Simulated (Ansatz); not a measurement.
# Ca3W2: the cost of one run

Program: Ansatz 0.2.0. Level of theory: DFT PBE, scalar-relativistic, plane waves, PAW. These are calculated values, not measurements.

### Step 1. The starting structure

Symmetry: Pmm2, No. 25, orthorhombic system. Conventional cell: a = 4.267 Å, b = 5.246 Å, c = 6.367 Å, α = 90.00°, β = 90.00°, γ = 90.00°. Ca (site symmetry mm2) has 2 W at 2.14 Å in its first shell of neighbours. Ca (site symmetry mm2) is surrounded by 2 Ca at 2.14 Å. Around W (site symmetry mm2) lie 2 W at 2.62 Å. W (site symmetry mm2) has 2 Ca at 2.14 Å in its first shell of neighbours.

Structure file:

```xyz
5
Lattice="4.2673 0.0000 0.0000 0.0000 5.2460 0.0000 0.0000 0.0000 6.3674" Properties=species:S:1:pos:R:3 pbc="T T T"
Ca    0.0000    0.0000    3.3544
Ca    2.1337    0.0000    0.0057
Ca    0.0000    0.0000    6.2501
W     2.1337    2.6230    3.1369
W     2.1337    0.0000    3.1713
```

A structure generator made this guess: Zr3Cd2 type (Pmmm) distorted into a subgroup (Pmm2, No. 25). Lengths come from tabulated atomic sizes and are only a guess.

### Step 2. Probe: one point on a coarse mesh

The input, input.yaml:

```yaml
crystal:
  lattice:
    - [4.26733086, 0.0, 0.0]
    - [0.0, 5.24601656, 0.0]
    - [0.0, 0.0, 6.36735458]
  atoms:
    - { symbol: Ca, position: [0.0, 0.0, 0.52681378] }
    - { symbol: Ca, position: [0.5, 0.0, 0.00089529] }
    - { symbol: Ca, position: [0.0, 0.0, 0.98158402] }
    - { symbol: W, position: [0.5, 0.5, 0.49265298] }
    - { symbol: W, position: [0.5, 0.0, 0.49805394] }
basis:
  ecutwfc: 420
kpoints:
  mp_grid: { grid: [4, 4, 4] }
hamiltonian:
  xc: pbe
scf:
  occupations: { method: gaussian, width: 0.1 }
  lower_state_search: "off"
output:
  forces: true
  stress: true
  eigenvalues: true
```

On the command line:

```console
$ ansatz run input.yaml --threads 1 --pin off --max-ram 2560MiB --backend cpu --events-out ev --progress --plain --runs-dir out
```

What time and memory should one allow on 1 thread of Intel Xeon at 2.50GHz (Skylake/Cascade Lake), shared host?

About 24 s, with a peak of 0.41 GiB.
